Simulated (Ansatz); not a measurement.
# Hf: an axial (c/a) deformation path

The task here is to estimate one member of a computed series from the others.

Method: DFT PBE, scalar-relativistic, plane waves, PAW, in Ansatz 0.2.0.

1 further run of the same task is left out (set aside as unsound or not needed).

### The system as given

Symmetry: P6_3/mmc, No. 194, hexagonal system. Conventional cell: a = 3.197 Å, b = 3.197 Å, c = 5.058 Å, α = 90.00°, β = 90.00°, γ = 120.00°. Around Hf (site symmetry -6m2) lie 12 Hf at 3.13 to 3.20 Å.

Structure file:

```cif
data_structure
_symmetry_space_group_name_H-M 'P 1'
_symmetry_Int_Tables_number 1
_cell_length_a 3.1967
_cell_length_b 3.1967
_cell_length_c 5.0578
_cell_angle_alpha 90.000
_cell_angle_beta 90.000
_cell_angle_gamma 120.000
_cell_volume 44.76
loop_
_atom_site_label
_atom_site_type_symbol
_atom_site_fract_x
_atom_site_fract_y
_atom_site_fract_z
_atom_site_occupancy
Hf1 Hf 0.33333 0.66667 0.25000 1
Hf2 Hf 0.66667 0.33333 0.75000 1
```

No relaxation comes first: the listed cell is the starting point.

Set-up of the first run:

The input, input.yaml:

```yaml
crystal:
  lattice:
    - [3.1966985242, 0.0, 0.0]
    - [-1.5983492621, 2.7684221302, 0.0]
    - [0.0, 0.0, 5.0578]
  atoms:
    - { symbol: Hf, position: [0.3333333333, 0.6666666667, 0.25] }
    - { symbol: Hf, position: [0.6666666667, 0.3333333333, 0.75] }
basis:
  ecutwfc: 420
kpoints:
  mp_grid: { grid: [21, 21, 10] }
hamiltonian:
  xc: pbe
scf:
  occupations: { method: gaussian, width: 0.15 }
output:
  forces: true
  stress: true
  eigenvalues: true
```

Among the steps run: The undisturbed cell; ρ = 0.850; At ρ = 1.200; Point ρ = 0.920; Point ρ = 1.100.

One table of the session follows, with a row left open; its other results are not shown here.

```
    ρ  ΔE (meV/atom)  pressure (GPa)
0.850          144.7             2.3
0.920              ?               ?
1.000            0.0             0.8
1.100           50.9             0.8
1.200          166.2             1.0
```

**Question.** Estimate the row for ρ = 0.920.

Worked estimate for «ΔE (meV/atom)». A straight line through the neighbours (0.850, 144.7) and (1.000, 0.0) gives 144.7 + (0.0 − 144.7) × (0.920 − 0.850) / (1.000 − 0.850) = 77.2; a parabola fitted to 3 rows on both sides gives 44.2.

**Answer.** ΔE (meV/atom): 40.3; pressure (GPa): 1.3. In «ΔE (meV/atom)» the line misses by +36.9 and the parabola by +3.9.
